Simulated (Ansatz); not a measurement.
# CH5AlN2O: one species, many methods

The task here is to estimate one member of a computed series from the others.

Computed with Ansatz 0.2.0, Gaussian basis. Level: functionals in def2-TZVPP, the program's frozen cores in correlated methods.

Plan: PBE-D4, r2SCAN-D4, PBE0-D4, B3LYP-D4, ωB97X-V, ωB97M-V, B2PLYP; CCSD(T)/def2-TZVPP; MP2/def2-QZVPP; extrapolation to the limit.

## The geometry

The geometry comes from an earlier relaxation with PBE0-D4 in a triple-zeta def2 set; it is a stationary point, not always the lowest conformer.

SMILES `C=[N][Al]([NH2])[OH]`, 10 atoms, charge 0, spin multiplicity 1.

Atoms are counted from 1 here; the program's logs count them from 0.

Bond lengths: C1–N2 1.242 Å, C1–H6 1.104 Å, C1–H7 1.103 Å, N2–Al3 1.751 Å, Al3–N4 1.764 Å, Al3–O5 1.695 Å, N4–H8 1.006 Å, N4–H9 1.006 Å, O5–H10 0.954 Å. Angles: N2–C1–H6 123.5°, N2–C1–H7 122.1°, H6–C1–H7 114.4°, C1–N2–Al3 164.2°, N2–Al3–N4 119.7°, N2–Al3–O5 117.4°, N4–Al3–O5 122.9°, Al3–N4–H8 125.6°, Al3–N4–H9 124.1°, H8–N4–H9 110.3°, Al3–O5–H10 124.1°.

The first run:

File in.yaml:

```yaml
crystal:
  periodic: [false, false, false]
  atoms:
    - {symbol: C, position_ang: [-1.263775, 0.479794, -1.935379]}
    - {symbol: N, position_ang: [-0.481896, 0.433208, -0.971282]}
    - {symbol: Al, position_ang: [0.581303, -0.105230, 0.312139]}
    - {symbol: N, position_ang: [-0.052540, -0.298948, 1.947309]}
    - {symbol: O, position_ang: [2.213896, -0.342638, -0.075649]}
    - {symbol: H, position_ang: [-1.647415, -0.417240, -2.451629]}
    - {symbol: H, position_ang: [-1.631544, 1.434760, -2.347112]}
    - {symbol: H, position_ang: [0.479956, -0.583919, 2.751320]}
    - {symbol: H, position_ang: [-1.009270, -0.124795, 2.205959]}
    - {symbol: H, position_ang: [2.894484, -0.526093, 0.567324]}
basis:
  gaussian: {orbitals: def2-TZVPP}
hamiltonian: {xc: pbe, dispersion: d4}
output: {forces: true, orbitals: {seedname: orbitals}}
```

Started as:

```sh
> ansatz run in.yaml --threads 4 --pin off --events-out ev --progress --plain --max-ram 10444MiB
```

Steps of the session up to this table: PBE-D4 (GGA); r2SCAN-D4 (meta-GGA); PBE0-D4 (hybrid); B3LYP-D4 (hybrid); ωB97X-V (range-separated); ωB97M-V (range-separated); B2PLYP (double hybrid); CCSD(T) in def2-TZVPP; MP2 in def2-QZVPP.

One table of the session follows, with a row left open; its other results are not shown here.

```
            method  atomisation energy (kJ/mol)
            PBE-D4                       3897.4
         r2SCAN-D4                       3801.5
           PBE0-D4                       3788.3
          B3LYP-D4                            ?
           ωB97X-V                       3820.3
           ωB97M-V                       3827.7
            B2PLYP                       3782.9
     HF/def2-TZVPP                       2589.1
    MP2/def2-TZVPP                       3779.6
   CCSD/def2-TZVPP                       3621.5
CCSD(T)/def2-TZVPP                       3689.1
           MP2/CBS                       3909.6
       CCSD(T)/CBS                       3819.1
```

Estimate the missing values for B3LYP-D4.

**Answer.** atomisation energy (kJ/mol): 3824.2. In the column «atomisation energy (kJ/mol)» it lies between ωB97X-V (3820.3) and ωB97M-V (3827.7).
